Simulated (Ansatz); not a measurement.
# YbSn: the cost of one run

Computed with Ansatz 0.2.0 (DFT PBEsol, scalar-relativistic, plane waves, PAW, unless a step's input says otherwise).

### 1 Starting point

Symmetry: P4/mmm, No. 123, tetragonal system. The conventional cell has a = 3.399 Å, b = 3.399 Å, c = 4.399 Å, α = 90.00°, β = 90.00°, γ = 90.00°. Yb (site symmetry 4/mmm) is surrounded by 8 Sn at 3.26 Å and 4 Yb at 3.40 Å. Sn (site symmetry 4/mmm) is surrounded by 8 Yb at 3.26 Å and 4 Sn at 3.40 Å.

As a file:

```
Yb Sn
1.0
     3.39880    0.00000    0.00000
     0.00000    3.39880    0.00000
     0.00000    0.00000    4.39898
Yb Sn
1 1
Direct
  0.00000 0.00000 0.00000
  0.50000 0.50000 0.50000
```

This cell was relaxed beforehand with the same method: volume 25.41 Å³/atom, gap on the mesh none (metal).

### 2 Plan of the line

The energy is mapped over a normal mode and a strain (zone-centre modes of the cell shown) (x along [1 0 0], y along [0 1 0], z along [0 0 1] of the conventional cell).

First coordinate, amplitude of mode 6 (133 cm⁻¹), largest displacement in the unstrained cell: 11 values from −0.096 Å. Second coordinate, normal strain along z: 7 values from −7.00 %.

Nothing else is relaxed (the pattern is fixed in fractional coordinates). Energies count from the relaxed high-symmetry cell. Points are written as (first, second).

The modes come from a phonon run on the reference cell, made beforehand.

Displacement patterns for an amplitude of 1 (Å):

```tsv
atom	x1	y1	z1
Yb1	0.000	0.000	-0.686
Sn2	0.000	0.000	1.000
```

### 3 The run at (−0.058 Å, −7.00 %)

Input file input.yaml:

```yaml
crystal:
  lattice:
    - [3.3987954699, 0.0, 0.0]
    - [0.0, 3.3987954699, 0.0]
    - [0.0, 0.0, 4.0910517105]
  atoms:
    - { symbol: Yb, position: [0.0, 0.0, 0.0089822972] }
    - { symbol: Sn, position: [0.5, 0.5, 0.4869060565] }
basis:
  ecutwfc: 420
kpoints:
  mp_grid: { grid: [14, 14, 10] }
hamiltonian:
  xc: pbesol
scf:
  occupations: { method: gaussian, width: 0.15 }
output:
  forces: true
  stress: true
  eigenvalues: true
```

Launch:

```bash
ansatz run input.yaml --threads 2 --pin off --max-ram 5120MiB --backend cpu --events-out ev --progress --plain --runs-dir out
```

What time and memory should one allow on 2 threads of Intel Xeon at 2.60GHz (Ice Lake), shared host?

About 9.7 s, with a peak of 0.55 GiB.
